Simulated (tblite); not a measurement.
# C6H12N2OSi: the cost of one run

The runs use tblite 0.8.0 and PySCF 2.14.0, with density-fitted response routines of our own; the level of theory stands in each step. All values are computed, except where a source is named. Atoms are numbered from 0 throughout.

### Step 1. The starting structure

22 atoms, charge 0, multiplicity 1; geometry from: force field or distance geometry start.

Bonds of the start (Å): C0–O1 1.41, O1–C2 1.44, C2–C3 1.51, C3–Si4 1.85, Si4–N5 1.73, N5–C6 1.30, C6–C7 1.50, C6–C8 1.45, C8–N9 1.16, C0–H10 1.10, C0–H11 1.09, C0–H12 1.11, C2–H13 1.10, C2–H14 1.10, C3–H15 1.11, C3–H16 1.10, Si4–H17 1.48, Si4–H18 1.48, C7–H19 1.09, C7–H20 1.09, C7–H21 1.09.

### Step 2. Relaxing the molecule with GFN2-xTB

Job settings and geometry (Å):

```
{"job": {"kind": "relax", "xc": "GFN2-xTB", "basis": "xTB"}, "charge": 0, "multiplicity": 1}
C     -3.214700     0.802200    -1.905200
O     -2.507800    -0.180500    -1.190200
C     -2.081200     0.293300     0.103200
C     -1.332100    -0.801000     0.815000
Si     0.391200    -1.127400     0.223400
N      1.321400     0.285000     0.586800
C      2.563000     0.395300     0.216200
C      3.440500    -0.557300    -0.539100
C      3.158100     1.650800     0.629800
N      3.661100     2.650600     0.939800
H     -3.517700     0.379800    -2.870800
H     -2.597300     1.678800    -2.081600
H     -4.133300     1.095600    -1.351200
H     -2.982600     0.550300     0.675600
H     -1.486600     1.211500    -0.014100
H     -1.275700    -0.550500     1.899900
H     -1.898400    -1.740000     0.753100
H      1.023800    -2.263900     0.931200
H      0.489500    -1.359300    -1.236300
H      3.023000    -0.729900    -1.534100
H      4.441700    -0.152500    -0.654000
H      3.503600    -1.511800    -0.009100
```

Command:

```sh
> OMP_NUM_THREADS=1 python probes_run.py task.json out
```

One launch serves the whole session: the jobs run in the order shown.

**Question.** How long does this first job take on 1 thread of Arm Neoverse V1, shared host, and how much memory does it need?

About 2 s, with a peak of 0.18 GiB.
